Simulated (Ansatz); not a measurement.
**CH₄GeS: functionals against CCSD(T) at one geometry**

One table from this session's results is given with a row withheld; the runs are named, their logs left out.

Computed with Ansatz 0.2.0, Gaussian basis. Level: single points in def2-TZVPP.

Cores are frozen in the correlated methods. Filled d shells of the heavier atoms are correlated.

### Starting geometry

7 atoms, charge 0, spin multiplicity 1.

Atoms are counted from 1 here; the program's logs count them from 0.

Bond lengths: S1–C2 1.689 Å, C2–Ge3 2.012 Å, C2–H4 1.073 Å, Ge3–H5 1.594 Å, Ge3–H6 1.508 Å, Ge3–H7 1.551 Å. Angles: S1–C2–Ge3 120.8°, S1–C2–H4 122.4°, Ge3–C2–H4 116.7°, C2–Ge3–H5 109.4°, C2–Ge3–H6 110.0°, C2–Ge3–H7 107.9°, H5–Ge3–H6 115.2°, H5–Ge3–H7 111.3°, H6–Ge3–H7 102.5°.

Coordinates:

```
S    -0.30780   -2.03730    1.28660
C    -0.58140   -0.99540   -0.01450
Ge    0.31260    0.80500   -0.10000
H    -1.20480   -1.26480   -0.84530
H    -0.05430    1.51480   -1.47920
H    -0.01200    1.60180    1.13820
H     1.84240    0.58570    0.03240
```

The first run:

File run/in.yaml:

```yaml
crystal:
  periodic: [false, false, false]
  atoms:
    - {symbol: S, position_ang: [-0.307800, -2.037300, 1.286600]}
    - {symbol: C, position_ang: [-0.581400, -0.995400, -0.014500]}
    - {symbol: Ge, position_ang: [0.312600, 0.805000, -0.100000]}
    - {symbol: H, position_ang: [-1.204800, -1.264800, -0.845300]}
    - {symbol: H, position_ang: [-0.054300, 1.514800, -1.479200]}
    - {symbol: H, position_ang: [-0.012000, 1.601800, 1.138200]}
    - {symbol: H, position_ang: [1.842400, 0.585700, 0.032400]}
basis:
  gaussian: {orbitals: def2-TZVPP}
correlation: {method: ccsd_t}
output: {forces: true}
```

No record of the launch command was kept for these runs.

Steps of the session up to this table: CCSD(T)/def2-TZVPP; PBE0-D4/def2-TZVPP; wB97M-V/def2-TZVPP; r2SCAN-D4/def2-TZVPP; PBE-D4/def2-TZVPP; r2SCAN0-D4/def2-TZVPP; wB97X-V/def2-TZVPP.

One table of the session follows, with a row left open; its other results are not shown here.

| method | RMS force component (eV/Å) | angle to CCSD(T) forces (°) | dipole (D) |
| --- | --- | --- | --- |
| CCSD(T) | 0.775 | reference | 1.65 |
| PBE0-D4 | 0.995 | 8.8 | 1.82 |
| wB97M-V | 1.013 | 9.3 | 1.81 |
| r2SCAN-D4 | ? | ? | ? |
| PBE-D4 | 0.863 | 10.6 | 1.64 |
| r2SCAN0-D4 | 1.029 | 9.4 | 1.91 |
| wB97X-V | 1.048 | 9.1 | 1.93 |

**Question.** Estimate the row for r2SCAN-D4.

The run gave: RMS force component (eV/Å): 0.920; angle to CCSD(T) forces (°): 6.4; dipole (D): 1.80. In the column «RMS force component (eV/Å)» it lies between PBE-D4 (0.863) and PBE0-D4 (0.995).
